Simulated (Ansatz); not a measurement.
**BrH₄InOSi: small, medium and large basis sets**

The task here is to estimate one member of a computed series from the others.

Computed with Ansatz 0.2.0, Gaussian basis. Level: one geometry, several basis sets.

The runs, in order: PBE0-D4/def2-SVP; ωB97M-V/def2-SVP; PBE0-D4/def2-QZVPP; ωB97M-V/def2-QZVPP; the functionals' def2-TZVPP values are taken from earlier runs.

## Structure used throughout

All runs share one geometry, relaxed beforehand with PBE0-D4 in a triple-zeta def2 set. In takes the def2 core potential; no spin-orbit term is included.

SMILES `[SiH3][O][InH][Br]`, 8 atoms, charge 0, spin multiplicity 1.

Atoms are counted from 1 here; the program's logs count them from 0.

Bond lengths: Si1–O2 1.634 Å, Si1–H5 1.490 Å, Si1–H6 1.487 Å, Si1–H7 1.490 Å, O2–In3 1.967 Å, In3–Br4 2.458 Å, In3–H8 1.690 Å. Angles: O2–Si1–H5 111.5°, O2–Si1–H6 108.5°, O2–Si1–H7 111.5°, H5–Si1–H6 108.7°, H5–Si1–H7 108.0°, H6–Si1–H7 108.6°, Si1–O2–In3 135.8°, O2–In3–Br4 110.6°, O2–In3–H8 122.6°, Br4–In3–H8 126.9°.

The first run:

in.yaml reads:

```yaml
crystal:
  periodic: [false, false, false]
  atoms:
    - {symbol: Si, position_ang: [-0.599462, 1.168312, 0.587574]}
    - {symbol: O, position_ang: [0.750278, 0.336187, 0.192866]}
    - {symbol: In, position_ang: [1.141199, -1.381208, -0.682052]}
    - {symbol: Br, position_ang: [-0.942206, -2.513081, -1.330781]}
    - {symbol: H, position_ang: [-1.402253, 1.511627, -0.620074]}
    - {symbol: H, position_ang: [-0.194549, 2.429387, 1.264164]}
    - {symbol: H, position_ang: [-1.470170, 0.389596, 1.512947]}
    - {symbol: H, position_ang: [2.717154, -1.940830, -0.924652]}
basis:
  gaussian: {orbitals: def2-SVP}
hamiltonian: {xc: pbe0, dispersion: d4}
output: {orbitals: {seedname: orbitals}}
```

Steps of the session up to this table: PBE0-D4 in def2-SVP; ωB97M-V in def2-SVP; PBE0-D4 in def2-QZVPP; ωB97M-V in def2-QZVPP.

One table of the session follows, with a row left open; its other results are not shown here.

It belongs to the step «Density functionals: the series». 

| functional | basis | HOMO (eV) | LUMO (eV) |
| --- | --- | --- | --- |
| PBE0-D4 | def2-SVP | -8.26 | -1.71 |
| PBE0-D4 | def2-TZVPP | ? | ? |
| PBE0-D4 | def2-QZVPP | -8.39 | -1.80 |
| ωB97M-V | def2-SVP | -10.48 | -0.11 |
| ωB97M-V | def2-TZVPP | -10.63 | -0.30 |
| ωB97M-V | def2-QZVPP | -10.64 | -0.34 |

Q: Estimate the row for PBE0-D4, def2-TZVPP from the others.

As computed: HOMO (eV): -8.37; LUMO (eV): -1.79. In the column «HOMO (eV)» it lies between PBE0-D4, def2-QZVPP (-8.39) and PBE0-D4, def2-SVP (-8.26).
